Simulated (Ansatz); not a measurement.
# SiAsH₄ (doublet): from Hartree-Fock to the top rungs at a displaced geometry (v2), cc-pVDZ

One table from this session's results is given with a row withheld; the runs are named, their logs left out.

The runs use Ansatz 0.2.0, Gaussian basis; cc-pVDZ, core rule «outside noble gas», up to 19 orbitals frozen.

Plan: UHF; CCSD(T) on ROHF; CCSD(T) on UHF; BCCD(T) on ROHF; CISD; CCSDT(Q) on ROHF; CCSDT(Q) on UHF.

23 further runs of the same task are left out: 1 for a known fault of the program, 8 that didn't finish, 14 set aside as unsound or not needed.

### The system

The geometry is a PBE0/def2-TZVP stationary point (not a proven minimum) with its atoms shifted at random (size 0.100 Å). No spin-orbit coupling is included. The filled d shell of As may be among the frozen orbitals whatever the setting's name suggests; the logs give the count.

6 atoms, charge 0, spin multiplicity 2.

Atoms are counted from 1 here; the program's logs count them from 0.

Bond lengths: Si1–As2 2.338 Å, Si1–H3 1.475 Å, Si1–H4 1.435 Å, As2–H5 1.578 Å, As2–H6 1.344 Å. Angles: As2–Si1–H3 111.6°, As2–Si1–H4 112.7°, H3–Si1–H4 108.8°, Si1–As2–H5 99.6°, Si1–As2–H6 100.9°, H5–As2–H6 99.3°.

Set-up of the first run:

in.yaml

```yaml
crystal:
  periodic: [false, false, false]
  atoms:
    - {symbol: Si, position_ang: [-0.007566, -0.003224, 1.674960]}
    - {symbol: As, position_ang: [0.009967, 0.005149, -0.662827]}
    - {symbol: H, position_ang: [0.590586, -1.237243, 2.218945]}
    - {symbol: H, position_ang: [0.673693, 1.127427, 2.237158]}
    - {symbol: H, position_ang: [-0.963933, -1.205682, -0.938840]}
    - {symbol: H, position_ang: [-0.830404, 1.022589, -0.919875]}
basis:
  gaussian: {orbitals: cc-pVDZ}
magnetization: {spin_polarized: true, initial_magnetization: 1}
hamiltonian: {xc: hf}
output: {orbitals: {seedname: orbitals}}
```

Run with:

```bash
$ ansatz run in.yaml --threads 1 --pin off --events-out ev --progress --plain --max-ram 2393MiB
```

Steps of the session up to this table: UHF; CCSD(T) on ROHF; CCSD(T) on UHF; BCCD(T) on ROHF; CISD; CCSDT(Q) on ROHF; CCSDT(Q) on UHF.

One of the session's tables, all rows but one given; the rest of the session is left out.

```
   method  from UCCSDT(Q) (kJ/mol)
     ROHF                   +660.0
      UHF                        ?
     RMP2                   +132.8
     UMP2                   +132.2
     CISD                    +79.4
    RCCSD                    +21.0
    UCCSD                    +20.8
 RCCSD(T)                     +3.9
 UCCSD(T)                     +3.9
  BCCD(T)                     +3.8
   RCCSDT                     +0.9
   UCCSDT                     +0.9
RCCSDT(Q)                     +0.1
UCCSDT(Q)                        0
```

Estimate the missing values for UHF.

**Answer.** from UCCSDT(Q) (kJ/mol): +654.5. In the column «from UCCSDT(Q) (kJ/mol)» it lies between RMP2 (+132.8) and ROHF (+660.0).

To keep in mind: Restricted and unrestricted rows rest on different reference determinants; where their highest levels disagree by more than a few hundredths of an eV, they describe different states and don't form one ladder.
